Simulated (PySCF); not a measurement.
# C₃H₂BF₂NS₂: runs on many settings

Which settings matter for C₃H₂BF₂NS₂ (`N#CB1SCC(F)(F)S1`), and how do bad ones show?

Programs: PySCF 2.14.0, with density-fitted response routines of our own. Each step states its level of theory. These are calculated values for one molecule, in the gas phase or a continuum, unless marked as measured. Atoms are numbered from 0 throughout.

## 1. The starting structure

11 atoms, charge 0, multiplicity 1; geometry from: GFN2-xTB.

Bonds of the start (Å): N0–C1 1.15, C1–B2 1.51, B2–S3 1.78, S3–C4 1.83, C4–C5 1.52, C5–F6 1.35, C5–F7 1.35, C5–S8 1.85, S8–B2 1.79, C4–H9 1.09, C4–H10 1.09.

## 2. NMR shieldings: HSE06/pcSseg-0

Job settings and geometry (Å):

```
{"job": {"kind": "nmr", "xc": "HSE06", "basis": "pcSseg-0", "pop": false}, "charge": 0, "multiplicity": 1}
N      3.861603    -0.086222     1.259504
C      2.773639    -0.064913     0.895481
B      1.340054    -0.032542     0.415205
S      0.675611     1.372901    -0.451240
C     -0.939349     0.621982    -0.854980
C     -1.276528    -0.529810     0.078326
F     -1.978701    -0.096101     1.150680
F     -2.083612    -1.411508    -0.545988
S      0.232631    -1.410072     0.687565
H     -0.893466     0.245208    -1.878269
H     -1.706456     1.393747    -0.782248
```

Method: GIAO HSE06/pcSseg-0 NMR shielding, non-relativistic, gas phase.

On the command line:

```bash
OMP_NUM_THREADS=1 python probes_run.py task.json out
```

This one command runs all jobs of the session in turn.

Log:

```text
coarse grid: 12072 points
cycle   1  E = -1188.6246986379  dE =  1.442e+00  |g| = 7.560e-01  |ddm| = 4.098e+00
cycle   2  E = -1188.3482955127  dE =  2.764e-01  |g| = 1.434e+00  |ddm| = 2.710e+00
cycle   3  E = -1188.7503790643  dE = -4.021e-01  |g| = 2.096e-01  |ddm| = 1.529e+00
cycle   4  E = -1188.7581718797  dE = -7.793e-03  |g| = 8.507e-02  |ddm| = 2.327e-01
cycle   5  E = -1188.7597493089  dE = -1.577e-03  |g| = 1.425e-02  |ddm| = 8.575e-02
cycle   6  E = -1188.7598014543  dE = -5.215e-05  |g| = 2.431e-03  |ddm| = 2.072e-02
cycle   7  E = -1188.7598032915  dE = -1.837e-06  |g| = 6.877e-04  |ddm| = 7.625e-03
final grid: 113272 points
cycle   8  E = -1188.7763251344  dE = -2.286e-05  |g| = 3.631e-03  |ddm| = 2.711e-02
cycle   9  E = -1188.7763223130  dE =  2.821e-06  |g| = 4.988e-03  |ddm| = 7.561e-03
cycle  10  E = -1188.7763262274  dE = -3.914e-06  |g| = 5.054e-04  |ddm| = 4.777e-03
cycle  11  E = -1188.7763262650  dE = -3.759e-08  |g| = 3.951e-04  |ddm| = 1.017e-03
cycle  12  E = -1188.7763262963  dE = -3.131e-08  |g| = 1.191e-04  |ddm| = 3.649e-04
cycle  13  E = -1188.7763262922  dE =  4.102e-09  |g| = 1.803e-05  |ddm| = 1.749e-04
cycle  14  E = -1188.7763262923  dE = -7.140e-11  |g| = 5.805e-06  |ddm| = 3.698e-05
converged SCF energy = -1188.7763262923

GIAO shielding tensors (ppm)
atom      isotropic    diamagn.    paramagn.     s11        s22        s33       span
  0 N     -133.103     323.045    -456.148   -309.406   -289.398    199.496    508.903
  1 C       60.725     274.369    -213.644    -58.863    -57.020    298.058    356.920
  2 B       46.864     188.796    -141.932    -12.828     45.016    108.405    121.233
  3 S      424.378    1050.128    -625.750    230.922    447.500    594.712    363.790
  4 C      141.566     252.714    -111.148    107.522    143.638    173.539     66.017
  5 C       26.882     252.218    -225.336      5.360     29.777     45.509     40.149
  6 F      222.893     470.974    -248.082    167.299    181.005    320.374    153.076
  7 F      253.467     468.029    -214.562    165.711    259.979    334.712    169.001
  8 S      325.880    1050.159    -724.279    222.080    335.111    420.449    198.369
  9 H       29.210      29.460      -0.250     23.624     28.864     35.142     11.518
 10 H       29.207      29.829      -0.622     23.856     28.443     35.321     11.465
```

Run time: 68 s. Hardware: 1 thread, shared host.

Shifts follow as δ = σ(reference) − σ, with reference shieldings (ppm) from runs at the same level and on the same kind of geometry: 1H TMS 33.28, 13C TMS 195.2, 19F CFCl3 170.5, 15N NH3 268.8. The references are single molecules in the gas phase, so shifts against H2O, NH3, PH3, H3PO4 or CFCl3 are not on the usual liquid scales and can be off by tens of ppm. Atoms listed in one row are averaged.

| atoms | environment | σ (ppm) | δ (ppm) |
| --- | --- | --- | --- |
| C5 | fully substituted sp3 carbon bonded to 2 F and S | 26.9 | 168.3 |
| C1 | nitrile carbon | 60.7 | 134.4 |
| C4 | sp3 CH2 bonded to S | 141.6 | 53.6 |
| H9, H10 | hydrogen on an sp3 CH2 bonded to S | 29.21 | 4.07 |
| N0 | nitrile nitrogen | -133.1 | 401.9 |
| B2 | boron bonded to C, 2 S, in a 5-membered ring | 46.9 | – |
| S8 | sulfur bonded to C, B, in a 5-membered ring | 326 | – |
| S3 | sulfur bonded to C, B, in a 5-membered ring | 424 | – |
| F6, F7 | fluorine of a CF2 group | 238.2 | -67.7 |

Ring of atoms B2, S3, C4, C5, S8: NICS(0) -7.2, NICS(1) -4.5, NICS(1)zz -1.3 ppm (means of both faces).

Orbitals, density, ELF and potential are computed afterwards from the orbital file.

Frontier orbitals at HSE06/pcSseg-0, with the share of their density that lies nearest to each atom:

| orbital | energy (eV) | lies on |
| --- | --- | --- |
| HOMO | -8.20 | S3 50 %; S8 37 % |
| LUMO | -3.14 | B2 42 %; N0 20 %; S3, S8 about 12 % each |

ELF in a plane through or near 6 of the atoms.

Values, 10 rows by 14 columns:
```
0.00 0.00 0.00 0.00 0.00 0.00 0.00 0.00 0.00 0.00 0.00 0.00 0.00 0.00
0.00 0.00 0.00 0.00 0.00 0.12 0.65 0.36 0.00 0.00 0.00 0.00 0.00 0.00
0.00 0.00 0.00 0.00 0.00 0.50 0.93 0.73 0.02 0.13 0.00 0.00 0.00 0.00
0.00 0.00 0.42 0.45 0.19 0.26 0.25 0.70 0.39 0.53 0.27 0.00 0.00 0.00
0.00 0.50 0.92 0.75 0.54 0.47 0.82 0.58 0.49 0.26 0.05 0.00 0.00 0.00
0.00 0.60 0.93 0.53 0.32 0.17 0.65 0.20 0.89 0.19 0.00 0.00 0.00 0.00
0.00 0.09 0.67 0.54 0.53 0.35 0.38 0.82 0.27 0.76 0.08 0.00 0.00 0.00
0.00 0.00 0.01 0.06 0.01 0.51 0.36 0.69 0.37 0.51 0.03 0.00 0.00 0.00
0.00 0.00 0.00 0.00 0.00 0.45 0.86 0.49 0.02 0.02 0.00 0.00 0.00 0.00
0.00 0.00 0.00 0.00 0.00 0.00 0.17 0.04 0.00 0.00 0.00 0.00 0.00 0.00
```
The map spans 13.3 Å across and 8.2 Å up, centred on the molecule. Atoms in the plane (x, y in Å): N0 (-4.1, 0.1), C1 (-2.9, 0.0), B2 (-1.4, 0.0), S3 (-0.5, -1.5), C4 (1.2, -0.8), C5 (1.2, 0.7).

On the surface of density 0.002 e/bohr³ the electrostatic potential runs, from the 1st to the 99th percentile, from -1.64 V near N0 to 1.94 V near H9.

## 3. Ultraviolet spectrum: PBE00/pcSseg-0

Same as in step 2 but for these lines:

```diff
@@ -1,2 +1,2 @@
-{"job": {"kind": "nmr", "xc": "HSE06", "basis": "pcSseg-0", "pop": false}, "charge": 0, "multiplicity": 1}
+{"job": {"kind": "uv", "xc": "PBE00", "basis": "pcSseg-0", "nstates": 3, "ntriplets": 5, "tda": false, "scf": {"diis": false, "max_cycle": 53}}, "charge": -2, "multiplicity": 1}
 N      3.861603    -0.086222     1.259504
```

Method: PBE00/pcSseg-0.

Log:

```text
KeyError: "LibXCFunctional: name 'PBE00' not found."
```

It took 0.4 s on 1 thread, shared host.

Diagnosis: No functional is called PBE00: the name is misspelt. Cure: type the name correctly.

## 4. NMR shieldings: B97-D/cc-pVDZ in dimethylsulfoxide

Same as in step 3 but for these lines:

```diff
@@ -1,2 +1,2 @@
-{"job": {"kind": "uv", "xc": "PBE00", "basis": "pcSseg-0", "nstates": 3, "ntriplets": 5, "tda": false, "scf": {"diis": false, "max_cycle": 53}}, "charge": -2, "multiplicity": 1}
+{"job": {"kind": "nmr", "xc": "B97-D", "basis": "cc-pVDZ", "solvent": "dimethylsulfoxide", "pop": false}, "charge": 0, "multiplicity": 1}
 N      3.861603    -0.086222     1.259504
```

With the program's defaults for keys left out, this is: GIAO B97-D/cc-pVDZ NMR shielding, non-relativistic, IEF-PCM dimethylsulfoxide.

Log:

```text
coarse grid: 12072 points
cycle   1  E = -1190.8994171327  dE =  1.335e+00  |g| = 8.615e-01  |ddm| = 7.128e+00
cycle   2  E = -1190.4784942943  dE =  4.209e-01  |g| = 1.749e+00  |ddm| = 3.255e+00
cycle   3  E = -1191.0184459031  dE = -5.400e-01  |g| = 2.629e-01  |ddm| = 2.222e+00
cycle   4  E = -1191.0306491459  dE = -1.220e-02  |g| = 1.498e-01  |ddm| = 4.817e-01
cycle   5  E = -1191.0355188968  dE = -4.870e-03  |g| = 3.338e-02  |ddm| = 2.035e-01
cycle   6  E = -1191.0357656101  dE = -2.467e-04  |g| = 1.063e-02  |ddm| = 6.043e-02
cycle   7  E = -1191.0357961538  dE = -3.054e-05  |g| = 1.704e-03  |ddm| = 2.163e-02
cycle   8  E = -1191.0357969215  dE = -7.677e-07  |g| = 3.937e-04  |ddm| = 3.500e-03
final grid: 113272 points
cycle   9  E = -1191.0481735862  dE = -4.709e-06  |g| = 1.961e-02  |ddm| = 6.390e-02
cycle  10  E = -1191.0479871805  dE =  1.864e-04  |g| = 3.719e-02  |ddm| = 6.747e-02
cycle  11  E = -1191.0482272604  dE = -2.401e-04  |g| = 7.413e-03  |ddm| = 4.656e-02
cycle  12  E = -1191.0482397029  dE = -1.244e-05  |g| = 1.224e-03  |ddm| = 8.869e-03
cycle  13  E = -1191.0482400784  dE = -3.755e-07  |g| = 1.704e-04  |ddm| = 2.077e-03
cycle  14  E = -1191.0482400849  dE = -6.416e-09  |g| = 5.943e-05  |ddm| = 3.390e-04
cycle  15  E = -1191.0482400859  dE = -1.046e-09  |g| = 1.126e-05  |ddm| = 1.295e-04
cycle  16  E = -1191.0482400859  dE = -2.910e-11  |g| = 3.162e-06  |ddm| = 2.275e-05
converged SCF energy = -1191.0482400859

GIAO shielding tensors (ppm)
atom      isotropic    diamagn.    paramagn.     s11        s22        s33       span
  0 N      -45.151     339.485    -384.636   -182.459   -171.617    218.621    401.080
  1 C       83.050     260.933    -177.883    -17.691    -17.160    284.002    301.693
  2 B       68.125     200.014    -131.889     17.005     69.343    118.026    101.021
  3 S      418.474    1058.872    -640.398    269.251    445.377    540.793    271.542
  4 C      142.875     251.580    -108.705    111.332    148.492    168.800     57.468
  5 C       41.592     250.148    -208.556     22.427     43.673     58.676     36.249
  6 F      236.361     472.545    -236.185    182.944    213.655    312.483    129.539
  7 F      258.733     469.699    -210.966    177.850    284.909    313.440    135.589
  8 S      343.605    1059.112    -715.506    242.524    375.678    412.614    170.090
  9 H       27.737      30.395      -2.658     22.955     27.350     32.905      9.951
 10 H       27.796      29.317      -1.521     23.417     26.983     32.987      9.571
```

Wall time 54 s (1 thread, shared host).

This run: σ C5 41.6, C1 83.1, C4 142.9, N0 -45.2, H9 27.77 ppm (means over like atoms).

## 5. Spin-spin couplings: B97-2/pcSseg-1

Same as in step 4 but for these lines:

```diff
@@ -1,2 +1,2 @@
-{"job": {"kind": "nmr", "xc": "B97-D", "basis": "cc-pVDZ", "solvent": "dimethylsulfoxide", "pop": false}, "charge": 0, "multiplicity": 1}
+{"job": {"kind": "j", "xc": "B97-2", "basis": "pcSseg-1", "scf": {"guess": "vsap"}}, "charge": 0, "multiplicity": 1}
 N      3.861603    -0.086222     1.259504
```

Method: B97-2/pcSseg-1 indirect spin-spin coupling, non-relativistic, gas phase.

Log:

```text
final grid: 113272 points
cycle   1  E = -1187.2622618805  dE =  2.043e+00  |g| = 3.664e+00  |ddm| = 5.732e+00
cycle   2  E = -1173.4713103112  dE =  1.379e+01  |g| = 8.031e+00  |ddm| = 9.617e+00
cycle   3  E = -1190.8913360881  dE = -1.742e+01  |g| = 8.957e-01  |ddm| = 7.582e+00
cycle   4  E = -1191.0217410651  dE = -1.304e-01  |g| = 6.588e-01  |ddm| = 1.399e+00
cycle   5  E = -1191.0948607144  dE = -7.312e-02  |g| = 1.100e-01  |ddm| = 5.147e-01
cycle   6  E = -1191.0975768172  dE = -2.716e-03  |g| = 4.204e-02  |ddm| = 1.035e-01
cycle   7  E = -1191.0978462265  dE = -2.694e-04  |g| = 2.052e-02  |ddm| = 4.092e-02
cycle   8  E = -1191.0979115934  dE = -6.537e-05  |g| = 7.206e-03  |ddm| = 1.652e-02
cycle   9  E = -1191.0979220908  dE = -1.050e-05  |g| = 2.706e-03  |ddm| = 6.062e-03
cycle  10  E = -1191.0979234349  dE = -1.344e-06  |g| = 6.781e-04  |ddm| = 1.848e-03
cycle  11  E = -1191.0979235318  dE = -9.686e-08  |g| = 1.238e-04  |ddm| = 5.514e-04
cycle  12  E = -1191.0979235353  dE = -3.574e-09  |g| = 3.795e-05  |ddm| = 1.569e-04
cycle  13  E = -1191.0979235357  dE = -3.793e-10  |g| = 1.289e-05  |ddm| = 5.881e-05
converged SCF energy = -1191.0979235357

Indirect spin-spin couplings (Hz)
  i      j    bonds     total        FC       PSO       DSO        SD
  0 N    2 B    2     -1.206    -0.097    -0.904     0.057    -0.262
  0 N    6 F    5     -0.342    -0.247    -0.118     0.075    -0.051
  0 N    9 H    5     -0.222    -0.232    -0.083     0.093         -
  1 C    2 B    1    116.081   116.692    -1.340     0.388     0.341
  1 C    6 F    4      0.235     0.117     0.157    -0.097     0.058
  1 C    7 F    4      2.208     1.963     0.208    -0.193     0.230
  1 C    9 H    4     -0.996    -0.956     0.103    -0.142         -
  1 C   10 H    4     -0.375    -0.308     0.184    -0.251         -
  2 B    3 S    1      2.763     7.800    -5.398     0.067     0.294
  2 B    4 C    2     -0.724    -0.606    -0.174     0.080    -0.025
  2 B    5 C    2      3.736     3.891    -0.280     0.153    -0.028
  2 B    6 F    3      1.539     1.068     0.743    -0.013    -0.259
  2 B    7 F    3      9.853    10.515    -0.227    -0.305    -0.129
  2 B    8 S    1      2.396     7.107    -5.005     0.071     0.222
  2 B    9 H    3      1.603     1.786    -0.108    -0.059    -0.016
  2 B   10 H    3      5.414     5.706     0.158    -0.417    -0.033
  3 S    6 F    3     -1.085     0.489    -1.226    -0.014    -0.334
  3 S    7 F    3     -7.075    -3.160    -4.392    -0.075     0.552
  3 S    9 H    2      0.463     0.339     0.133    -0.009         -
  3 S   10 H    2      2.955     2.729     0.236    -0.009         -
  4 C    6 F    2     27.808    28.737    -2.266     0.147     1.190
  4 C    7 F    2     24.383    28.201    -4.131     0.145     0.167
  4 C    9 H    1    148.929   147.352     0.420     1.158         -
  4 C   10 H    1    150.239   148.718     0.375     1.146         -
  5 C    6 F    1   -273.076  -254.705   -27.609     1.371     7.866
  5 C    7 F    1   -263.979  -247.596   -25.725     1.348     7.993
  5 C    9 H    2     -1.489    -1.585    -0.271     0.366         -
  5 C   10 H    2     -4.312    -4.446    -0.183     0.318         -
  6 F    7 F    2    234.170   135.541    31.658    -0.088    67.059
  6 F    8 S    2     21.991    16.118     0.374     0.016     5.484
  6 F    9 H    3     22.842    24.088     0.559    -1.670    -0.135
  6 F   10 H    3     11.627    12.030    -0.510     0.887    -0.780
  7 F    8 S    2     20.799    22.619    -5.090     0.013     3.257
  7 F    9 H    3      8.548     8.741    -0.365     0.899    -0.726
  7 F   10 H    3     -0.436    -0.308     0.365    -0.443    -0.050
  8 S    9 H    3     -0.251    -0.153    -0.076    -0.022         -
  8 S   10 H    3      0.392     0.563    -0.060    -0.111         -
  9 H   10 H    2    -11.219   -11.627     2.005    -1.597         -
```

Run time: 1.9 min. Hardware: 1 thread, shared host.

This basis has no tight s functions, so the Fermi-contact terms are rough.

A choice of the couplings up to four bonds, sorted by the number of bonds, with means over like pairs; isotopes 11B, 13C, 19F, 1H, 15N, 33S:

| pair | bonds | J (Hz) | Fermi contact (Hz) | dihedral (°) |
| --- | --- | --- | --- | --- |
| C5–F6 | 1 | -268.5 | -251.2 | – |
| C4–H9 | 1 | 149.6 | 148.0 | – |
| C1–B2 | 1 | 116.1 | 116.7 | – |
| B2–S3 | 1 | 2.8 | 7.8 | – |
| B2–S8 | 1 | 2.4 | 7.1 | – |
| F6–F7 | 2 | 234.2 | 135.5 | – |
| C4–F6 | 2 | 26.1 | 28.5 | – |
| F6–S8 | 2 | 21.4 | 19.4 | – |
| H9–H10 | 2 | -11.2 | -11.6 | – |
| B2–C5 | 2 | 3.7 | 3.9 | – |
| C5–H9 | 2 | -2.9 | -3.0 | – |
| S3–H9 | 2 | 1.7 | 1.5 | – |
| N0–B2 | 2 | -1.2 | -0.1 | – |
| F6–H9 | 3 | 11.2 | 11.9 | – |
| F6–H10 | 3 | 10.1 | 10.4 | -29 |
| B2–F6 | 3 | 5.7 | 5.8 | – |
| S3–F6 | 3 | -4.1 | -1.3 | – |
| B2–H9 | 3 | 3.5 | 3.7 | – |
| C1–F6 | 4 | 1.2 | 1.0 | – |

Where two rows join the same classes of atoms, they are the two kinds of pair (J and J′ of an AA′XX′ pattern), each a mean over its own pairs alone.

The spin-dipole term was solved for some atoms only; pairs without it lack that part.

The response was solved for the nuclei of B, F, H alone, so couplings that need other nuclei can be missing.

Quadrupole couplings from the field gradients of the same density:

| atom | isotope | eQq/h (MHz) | η |
| --- | --- | --- | --- |
| S3 | 33S | -33.4 | 0.60 |
| S8 | 33S | -32.3 | 0.64 |
| N0 | 14N | -5.432 | 0.17 |
| B2 | 11B | 2.878 | 0.27 |

Joined with the shifts from before (HSE06/pcSseg-0, unscaled), the couplings predict the line list below for 600 MHz. Couplings to quadrupolar nuclei are left out.

1H NMR δ 4.07 (dd, J = 11.2, 10.1 Hz, 2H). The letters are first-order; like nuclei with unlike couplings give more lines.

## 6. Shielding tensors: B3LYP/6-311G**

Same as in step 5 but for these lines:

```diff
@@ -1,2 +1,2 @@
-{"job": {"kind": "j", "xc": "B97-2", "basis": "pcSseg-1", "scf": {"guess": "vsap"}}, "charge": 0, "multiplicity": 1}
+{"job": {"kind": "nmr", "xc": "B3LYP", "basis": "6-311G**", "pop": false}, "charge": 0, "multiplicity": 1}
 N      3.861603    -0.086222     1.259504
```

Method: GIAO B3LYP/6-311G** NMR shielding, non-relativistic, gas phase.

Log:

```text
coarse grid: 12072 points
cycle   1  E = -1191.2597488609  dE =  1.438e+00  |g| = 8.649e-01  |ddm| = 3.164e+00
cycle   2  E = -1190.9447374933  dE =  3.150e-01  |g| = 1.589e+00  |ddm| = 1.423e+00
cycle   3  E = -1191.3807282590  dE = -4.360e-01  |g| = 2.421e-01  |ddm| = 9.451e-01
cycle   4  E = -1191.3886799069  dE = -7.952e-03  |g| = 1.495e-01  |ddm| = 1.969e-01
cycle   5  E = -1191.3933236879  dE = -4.644e-03  |g| = 2.532e-02  |ddm| = 8.538e-02
cycle   6  E = -1191.3934656434  dE = -1.420e-04  |g| = 6.028e-03  |ddm| = 2.319e-02
cycle   7  E = -1191.3934738128  dE = -8.169e-06  |g| = 1.952e-03  |ddm| = 7.603e-03
final grid: 113272 points
cycle   8  E = -1191.3985547741  dE = -2.560e-05  |g| = 7.146e-03  |ddm| = 1.755e-02
cycle   9  E = -1191.3985410102  dE =  1.376e-05  |g| = 1.075e-02  |ddm| = 1.154e-02
cycle  10  E = -1191.3985634925  dE = -2.248e-05  |g| = 1.327e-03  |ddm| = 7.865e-03
cycle  11  E = -1191.3985637312  dE = -2.387e-07  |g| = 7.888e-04  |ddm| = 1.174e-03
cycle  12  E = -1191.3985638566  dE = -1.254e-07  |g| = 2.086e-04  |ddm| = 4.794e-04
cycle  13  E = -1191.3985638664  dE = -9.839e-09  |g| = 3.043e-05  |ddm| = 1.670e-04
cycle  14  E = -1191.3985638666  dE = -1.905e-10  |g| = 1.269e-05  |ddm| = 3.443e-05
converged SCF energy = -1191.3985638666

GIAO shielding tensors (ppm)
atom      isotropic    diamagn.    paramagn.     s11        s22        s33       span
  0 N     -116.136     337.927    -454.063   -286.189   -265.007    202.789    488.977
  1 C       65.705     259.729    -194.025    -50.247    -47.007    294.367    344.615
  2 B       53.251     198.561    -145.311     -1.956     52.597    109.112    111.068
  3 S      372.149    1054.460    -682.310    211.738    374.764    529.946    318.208
  4 C      134.056     251.144    -117.088    103.133    137.633    161.402     58.269
  5 C       33.075     251.321    -218.247     12.334     35.231     51.658     39.324
  6 F      227.216     469.909    -242.693    162.649    209.115    309.884    147.235
  7 F      249.383     467.672    -218.289    152.096    295.751    300.301    148.205
  8 S      258.464    1054.386    -795.922    132.385    303.934    339.072    206.687
  9 H       28.558      30.140      -1.582     23.571     28.453     33.651     10.080
 10 H       28.554      29.662      -1.108     24.118     27.844     33.700      9.582
```

Wall time 73 s (1 thread, shared host).

This run: δ C5 152.6, C1 120.0, C4 51.6, N0 389.0, H9 3.69 ppm (means over like atoms).

## 7. Run by run: NMR shifts

Isotropic shieldings (ppm) of some atoms, chosen among heavy atoms and hydrogens apart, means over like atoms, with basis size and wall time:

| run | C1 | H9 | N0 | B2 | S8 | S3 | functions | time |
| --- | --- | --- | --- | --- | --- | --- | --- | --- |
| HSE06/pcSseg-0 | 60.7 | 29.21 | -133.1 | 46.9 | 326 | 424 | 93 | 68 s |
| B97-D/cc-pVDZ in dimethylsulfoxide | 83.1 | 27.77 | -45.2 | 68.1 | 344 | 418 | 144 | 54 s |
| B3LYP/6-311G** | 65.7 | 28.56 | -116.1 | 53.3 | 258 | 372 | 190 | 73 s |

## 8. Summary of results

```
                                                                  quantity                                            value
                                   13C shifts against TMS (HSE06/pcSseg-0)                           168.3, 134.4, 53.6 ppm
   1H shifts against TMS (HSE06/pcSseg-0, means over atoms taken as alike)                                         4.07 ppm
                                   15N shifts against NH3 (HSE06/pcSseg-0)                                        401.9 ppm
19F shifts against CFCl3 (HSE06/pcSseg-0, means over atoms taken as alike)                                        -67.7 ppm
                                       shieldings of B, S (HSE06/pcSseg-0)                  B2 46.9, S8 325.9, S3 424.4 ppm
                                     surface potential, 1st and 99th percentile                               -1.64 V and 1.94 V
                            largest coupling of the table (B97-2/pcSseg-1)                         1J(C,F) C5–F6, -268.5 Hz
                                              range of the shielding of N0                              -133.1 to -45.2 ppm
                                             property runs in this session  5, of which 1 failed and 0 gave unsound results
```

**Reading.** Single values in the summary come from the first run of each kind that ended normally (HSE06/pcSseg-0; B97-2/pcSseg-1), which need not be the best level. At HSE06/pcSseg-0: The largest span, 509 ppm, is at N0, where the paramagnetic term is -456 ppm. By nearest atom (HSE06/pcSseg-0), the HOMO sits on S3 50 %; S8 37 % and the LUMO on B2 42 %; N0 20 %. In the run at B97-2/pcSseg-1, the largest coupling of the table is C5–F6 (mean over like pairs), -268.5 Hz, of which the Fermi-contact term gives -251.2 Hz. Couplings across rotatable bonds belong to this one conformer; where others are populated, the observed values are averages. Density functionals describe couplings to fluorine poorly, F–F couplings above all, so those rows are rough. Across the 3 runs the shielding of N0 moves most, between -133.1 (HSE06/pcSseg-0) and -45.2 ppm (B97-D/cc-pVDZ in dimethylsulfoxide). Couplings from bases without tight functions are rough.
